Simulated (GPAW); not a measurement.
# ScSi2 (P6/mmm) in GPAW: single point with PBE

Aim: the single point of ScSi2 with PBE.

Program: GPAW 26.7.0. These are calculated values, not measurements. Logs are shortened: lines on timing, memory, paths and dates and some standing lists are left out, and cuts for length are marked. The log counts tension as positive stress, the text compression.

### 1 The structure

Symmetry: P6/mmm, No. 191, hexagonal system. The conventional cell has a = 3.660 Å, b = 3.660 Å, c = 3.870 Å, α = 90.00°, β = 90.00°, γ = 120.00°. Sc (site symmetry 6/mmm) is surrounded by 12 Si at 2.87 Å. Around Si (site symmetry -6m2) lie 3 Si at 2.11 Å.

### 2 Single point, PBE

run.py reads:

```python
from ase.dft.bandgap import bandgap
from ase.io import read, write
from ase.units import GPa
from gpaw import GPAW, PW

atoms = read('ScSi2.cif')

calc = GPAW(mode=PW(450),
            xc='PBE',
            kpts={'size': (7, 7, 6), 'gamma': True},
            occupations={'name': 'fermi-dirac', 'width': 0.05},
            nbands=21,
            maxiter=120,
            txt='gpaw.txt')
atoms.calc = calc
energy = atoms.get_potential_energy()
forces = atoms.get_forces()
stress = atoms.get_stress()
calc.write('gs.gpw')
write('result.traj', atoms)
print(f'Energy: {energy:.6f} eV')
print('Forces (eV/A):')
print(forces.round(4))
print('Stress (GPa):', (stress / GPa).round(3))
print('Fermi level:', round(calc.get_fermi_level(), 4), 'eV')
print(f'Gap: {bandgap(calc)[0]:.4f} eV, direct: {bandgap(calc, direct=True)[0]:.4f} eV')
```

ScSi2.cif reads:

```cif
data_ScSi2
_cell_length_a 3.66000000
_cell_length_b 3.66000000
_cell_length_c 3.87000000
_cell_angle_alpha 90.00000000
_cell_angle_beta 90.00000000
_cell_angle_gamma 120.00000000
_space_group_name_H-M_alt 'P6/mmm'
_space_group_name_Hall '-P 6 2'
_space_group_IT_number 191
loop_
_space_group_symop_operation_xyz
'x,y,z'
'-x,-y,-z'
'x-y,x,z'
'-x+y,-x,-z'
'-y,x-y,z'
'y,-x+y,-z'
'-x,-y,z'
'x,y,-z'
'-x+y,-x,z'
'x-y,x,-z'
'y,-x+y,z'
'-y,x-y,-z'
'-y,-x,-z'
'y,x,z'
'-x,-x+y,-z'
'x,x-y,z'
'-x+y,y,-z'
'x-y,-y,z'
'y,x,-z'
'-y,-x,z'
'x,x-y,-z'
'-x,-x+y,z'
'x-y,-y,-z'
'-x+y,y,z'
loop_
_atom_site_label
_atom_site_type_symbol
_atom_site_symmetry_multiplicity
_atom_site_Wyckoff_symbol
_atom_site_fract_x
_atom_site_fract_y
_atom_site_fract_z
_atom_site_occupancy
Sc1 Sc 1 a 0.0000000000 0.0000000000 0.0000000000 1
Si1 Si 2 d 0.6666666667 0.3333333333 0.5000000000 1
```

Potentials or basis: GPAW PAW data sets (gpaw-data 1.2.1), pw.

Command:

```bash
OMP_NUM_THREADS=1 python run.py
```

gpaw.txt:

```text
__  _  _
 | _ |_)|_||  |
 |__||  | ||/\| - 26.7.0

Input parameters:
  mode=PW(ecut=450.00000000000006),
  kpts=MonkhorstPack(size=(7, 7, 6), gamma=True),
  maxiter=120,
  nbands=21,
  occupations=Occupations(name='fermi-dirac', width=0.05),
  xc=XC(name='PBE')

Diagonalizing LCAO Hamiltonian
Converting LCAO to pw mode

        Si  Si

       Sc

Atoms  # Å, Bohr magnetons
|   | symbol |         x |        y |        z |    initial magnetic moments |
|---|--------|-----------|----------|----------|-----------------------------|
| 0 |     Sc |  0.000000 | 0.000000 | 0.000000 | ( 0.0000,  0.0000,  0.0000) |
| 1 |     Si |  1.830000 | 1.056551 | 1.935000 | ( 0.0000,  0.0000,  0.0000) |
| 2 |     Si | -0.000000 | 2.113102 | 1.935000 | ( 0.0000,  0.0000,  0.0000) |

Unit cell  # Å
| periodic |         x |        y |        z |  lengths |     angles |
|----------|-----------|----------|----------|----------|------------|
|      yes |  3.660000 | 0.000000 | 0.000000 | 3.660000 |  90.000000 |
|      yes | -1.830000 | 3.169653 | 0.000000 | 3.660000 |  90.000000 |
|      yes |  0.000000 | 0.000000 | 3.870000 | 3.870000 | 120.000000 |

Number of symmetries: 24
Symmetry operations  # r_c * U_cc + t_c -> r_c
|    | kind |            matrix            |
|----|------|------------------------------|
|  0 |  σ   |  1, 1, 0,  0,-1, 0,  0, 0, 1 |
|  1 |  C2  |  1, 1, 0,  0,-1, 0,  0, 0,-1 |
|  2 |  C6  |  1, 1, 0, -1, 0, 0,  0, 0, 1 |
|  3 |  S6  |  1, 1, 0, -1, 0, 0,  0, 0,-1 |
|  4 |  E   |  1, 0, 0,  0, 1, 0,  0, 0, 1 |
|  5 |  σ   |  1, 0, 0,  0, 1, 0,  0, 0,-1 |
|  6 |  σ   |  1, 0, 0, -1,-1, 0,  0, 0, 1 |
|  7 |  C2  |  1, 0, 0, -1,-1, 0,  0, 0,-1 |
|  8 |  σ   |  0, 1, 0,  1, 0, 0,  0, 0, 1 |
|  9 |  C2  |  0, 1, 0,  1, 0, 0,  0, 0,-1 |
| 10 |  C3  |  0, 1, 0, -1,-1, 0,  0, 0, 1 |
| 11 |  S3  |  0, 1, 0, -1,-1, 0,  0, 0,-1 |
| 12 |  C6  |  0,-1, 0,  1, 1, 0,  0, 0, 1 |
| 13 |  S6  |  0,-1, 0,  1, 1, 0,  0, 0,-1 |
| 14 |  σ   |  0,-1, 0, -1, 0, 0,  0, 0, 1 |
| 15 |  C2  |  0,-1, 0, -1, 0, 0,  0, 0,-1 |
| 16 |  σ   | -1, 0, 0,  1, 1, 0,  0, 0, 1 |
| 17 |  C2  | -1, 0, 0,  1, 1, 0,  0, 0,-1 |
| 18 |  C2  | -1, 0, 0,  0,-1, 0,  0, 0, 1 |
| 19 |  i   | -1, 0, 0,  0,-1, 0,  0, 0,-1 |
| 20 |  C3  | -1,-1, 0,  1, 0, 0,  0, 0, 1 |
| 21 |  S3  | -1,-1, 0,  1, 0, 0,  0, 0,-1 |
| 22 |  σ   | -1,-1, 0,  0, 1, 0,  0, 0, 1 |
| 23 |  C2  | -1,-1, 0,  0, 1, 0,  0, 0,-1 |

BZ-sampling:
  Number of BZ points: 294
  Number of IBZ points: 32

  Monkhorst-Pack size: [7, 7, 6]
  Monkhorst-Pack shift: [0.0, 0.0, 0.08333333333333333]

K-points  # in reciprocal-cell coordinates
|     |                                coordinates |     weight |
|-----|--------------------------------------------|------------|
|   0 | (  0.00000000,   0.00000000,   0.00000000) | 0.00340136 |
|   1 | (  0.00000000,   0.00000000,   0.16666667) | 0.00680272 |
|   2 | (  0.00000000,   0.00000000,   0.33333333) | 0.00680272 |
|   3 | (  0.00000000,   0.00000000,   0.50000000) | 0.00340136 |
|   4 | (  0.14285714,   0.00000000,   0.00000000) | 0.02040816 |
|   5 | (  0.14285714,   0.00000000,   0.16666667) | 0.04081633 |
|   6 | (  0.14285714,   0.00000000,   0.33333333) | 0.04081633 |
|   7 | (  0.14285714,   0.00000000,   0.50000000) | 0.02040816 |
|   8 | (  0.28571429,  -0.14285714,   0.00000000) | 0.02040816 |
|   9 | (  0.28571429,  -0.14285714,   0.16666667) | 0.04081633 |
| ... |                                            |            |
|  31 | (  0.42857143,   0.42857143,   0.50000000) | 0.02040816 |

Plane wave coefficients: 998
Cutoff: 450.00000000000006 eV

Spin-components: 1 (collinear spins)
Bands:           21
Projectors:      16
Spin-degeneracy: 2
Datatype:        complex128

Parallelization:
  kpt:    1
  domain: 1
  band:   1

Density:
  Valence electrons: 19.0
  Components: 1
  Grid points: [18 18 20]
  Charge: 0.0  # |e|

Potential:
  Grid points: [18 18 20]

species:
  Sc:
    name:    Scandium
    Z:       21.0
    valence: 11
    core:    10
    charge:  0.0  # [|e|]
    compensation charges:
      type: gauss
      rc: 0.39  # [Å]
      lmax: 2
    cutoffs:
      filter: 2.14  # [Å]
      core: 1.08  # [Å]
    projectors
    | kind |    occ | energy [eV] | rcut [Å] |
    |------|--------|-------------|----------|
    |   3s |  2.000 |     -55.031 |    1.228 |
    |   4s |  2.000 |      -4.183 |    1.228 |
    |   3p |  6.000 |     -33.625 |    1.281 |
    |   4p |  0.000 |      -1.467 |    1.281 |
    |   3d |  1.000 |      -3.233 |    1.196 |
    |    d |        |      23.979 |    1.196 |

    Using partial waves for Sc as LCAO basis

  Si:
    name:    Silicon
    Z:       14.0
    valence: 4
    core:    10
    charge:  0.0  # [|e|]
    compensation charges:
      type: gauss
      rc: 0.33  # [Å]
      lmax: 2
    cutoffs:
      filter: 1.86  # [Å]
      core: 2.06  # [Å]
    projectors
    | kind |    occ | energy [eV] | rcut [Å] |
    |------|--------|-------------|----------|
    |   3s |  2.000 |     -10.812 |    1.058 |
    |   3p |  2.000 |      -4.081 |    1.058 |
    |    s |        |      16.399 |    1.058 |
    |    p |        |      23.130 |    1.058 |
    |    d |        |       0.000 |    1.058 |

    Using partial waves for Si as LCAO basis

Reference energy: -36561.571621  # eV

eigensolver:
  PPCG
  Converge bands: occupied
  niter=2

density mixing:
  MSR1-Mixer
  Pratt-step length: 0.05
  Maximum mixing coefficient: 0.75
  Old densities: 10
  SVD Regularization: 0.005
  Good broyden scale: 1.0
  Trust region scale: 1.0
  Backstep threshold: 4.0
  History deletion threshold: 6.0
  Fourier metric: weight=20.0, sigma=0.015

occupation numbers:
  Fermi-Dirac:
    width: 0.0500  # eV

poisson solver:
  ecut: 3600.0000000000005  # eV

xc functional:
  name: PBE with 2 nearest neighbor stencil

convergence criteria:
- Maximum [total energy] change in last 3 cyles: 0.0005 eV / valence electron
- Maximum integral of absolute [dens]ity change: 0.0001 electrons / valence electron
- Maximum integral of absolute [eigenst]ate change: 4e-08 eV^2 / valence electron
maximum number of iterations: 120

SCF iterations
|iter     | |      energy | eigst |  dens |
|---------|-|-------------|-------|-------|
|iter:   1| |  -15.914888 | +0.85 |       |
|iter:   2| |  -15.855877 | -1.38 | -1.18 |
|iter:   3| |  -15.703166 | -1.58 | -1.22 |
|iter:   4| |  -15.716387 | -2.88 | -1.66 |
|iter:   5| |  -15.721869 | -3.29 | -1.95 |
|iter:   6| |  -15.721848c| -4.69 | -2.97 |
|iter:   7| |  -15.721847c| -5.60 | -3.50 |
|iter:   8| |  -15.721847c| -6.43 | -4.28c|
|iter:   9| |  -15.721847c| -7.56c| -5.02c|

Converged in 9 steps
Energy contributions relative to reference atoms: (reference = -36561.571621)

Energy contributions:
  Kinetic:          39.468006
  Coulomb:         -29.295345
  Zero:              0.091168
  External:          0.000000
  Xc:              -25.982345
  Entropy:          -0.006664
  Spinorbit:         0.000000
  ----------------------------
  Free energy:     -15.725179
  Extrapolated:    -15.721847

dipole moment: (-4.880083, -8.452551, -10.320175)  # |e|*Ang

Fermi level: 9.912
Eigenvalues  # (at kpt = [0.000, 0.000, 0.000])
| band index |      eig [eV] | occ [0-2] |
|------------|---------------|-----------|
|          0 |       -39.734 |     2.000 |
|          1 |       -18.435 |     2.000 |
|          2 |       -18.369 |     2.000 |
|          3 |       -18.369 |     2.000 |
|          4 |        -4.023 |     2.000 |
|          5 |         6.273 |     2.000 |
[... 9 lines left out ...]
|         15 |        12.534 |     0.000 |
|         16 |        13.913 |     0.000 |
|        ... |               |           |
|         20 |        26.200 |     0.000 |

No gap
No difference between direct/indirect transitions

Forces  # eV/Ang
|        x |       y |       z |
|----------|---------|---------|
|  0.00000 | 0.00000 | 0.00000 |  # Sc   0
| -0.00000 | 0.00000 | 0.00000 |  # Si   1
|  0.00000 | 0.00000 | 0.00000 |  # Si   2

Stress tensor  # eV/Ang^3
|         x |         y |         z |
|-----------|-----------|-----------|
| -0.233414 |  0.000000 |  0.000000 |
|  0.000000 | -0.233414 |  0.000000 |
|  0.000000 |  0.000000 | -0.005208 |

# Writing to gs.gpw (mode='')
```

It took 11 s on 1 thread of Arm Neoverse V2, shared host; peak memory 0.15 GiB.

Results:

```
Free energy            : -15.7252 eV
Pressure               : 25.2 GPa
Band gap on the k mesh : none (metal or under the smearing width)
```

Stress tensor (GPa, compression positive):
```
37.40  0.00  0.00
 0.00 37.40  0.00
 0.00  0.00  0.83
```

Caveat: the cutoff is short for stress and forces, so pressures can be off by a GPa or more; so large a pressure means that the cell lies far from this level's equilibrium, or that cutoff or potentials fall short.
